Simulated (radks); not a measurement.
# Cu¹⁶⁺ in [He] 2s2 2p5 3s2 3p2: an all-electron calculation

An exercise on one series of results from a longer session: the logs are not shown, and one member is left open.

Program: radks (a radial shooting solver on a logarithmic mesh, Libxc functionals) version 1. Level of theory: scalar-relativistic Kohn-Sham, PBE, spin-polarised, spherical densities, finite nucleus; open shells are filled with parallel spins first. These are calculated values, not measurements, unless marked.

## Starting point

| Property | Result |
| --- | --- |
| element | copper (Z = 29) |
| charge | +16 |
| electrons | 13 |
| configuration | [He] 2s2 2p5 3s2 3p2 |
| nuclear rms radius | 3.8823 fm |

The outer shells:

Cu¹⁶⁺
```
[He] core
2s [↑↓]
2p [↑↓][↑↓][↑ ]
3s [↑↓]
3p [↑ ][↑ ][  ]
```

Set-up of the first run:

Settings of this run:

```text
Z 29
configuration [He] 2s2 2p5 3s2 3p2 4s0 3d0 4p0 4f0
relativity scalar-relativistic
functional pbe,pbe
spin polarised
nucleus finite rms 3.8823 fm
c 137.035999084
```

Among the steps run: Self-consistent calculation.

One table of the session follows, with a row left open; its other results are not shown here.

It belongs to the step «Shells». Sizes of the orbitals, from the radial functions (bohr):

| level | <r> | outermost maximum (interpolated) | 90 % within | nodes |
| --- | --- | --- | --- | --- |
| 1s up | 0.05211 | 0.0341 | 0.0931 | 0 |
| 1s down | ? | ? | ? | ? |
| 2s up | 0.2299 | 0.194 | 0.354 | 1 |
| 2s down | 0.2302 | 0.194 | 0.355 | 1 |
| 2p up | 0.2005 | 0.155 | 0.326 | 0 |
| 2p down | 0.2009 | 0.156 | 0.327 | 0 |
| 3s up | 0.5856 | 0.547 | 0.850 | 2 |
| 3s down | 0.5884 | 0.548 | 0.855 | 2 |
| 3p up | 0.5743 | 0.532 | 0.850 | 1 |
| 3p down | 0.5774 | 0.533 | 0.856 | 1 |
| 3d up | 0.5217 | 0.440 | 0.799 | 0 |
| 3d down | 0.5233 | 0.438 | 0.803 | 0 |
| 4s up | 1.132 | 1.13 | 1.59 | 3 |
| 4s down | 1.139 | 1.14 | 1.60 | 3 |
| 4p up | 1.141 | 1.14 | 1.62 | 2 |
| 4p down | 1.149 | 1.15 | 1.63 | 2 |
| 4f up | 1.003 | 0.885 | 1.46 | 0 |
| 4f down | 1.022 | 0.905 | 1.49 | 0 |

Estimate the missing values for 1s down.

As computed: <r>: 0.05208; outermost maximum (interpolated): 0.0341; 90 % within: 0.0930; nodes: 0. In the column «<r>» it is the lowest.
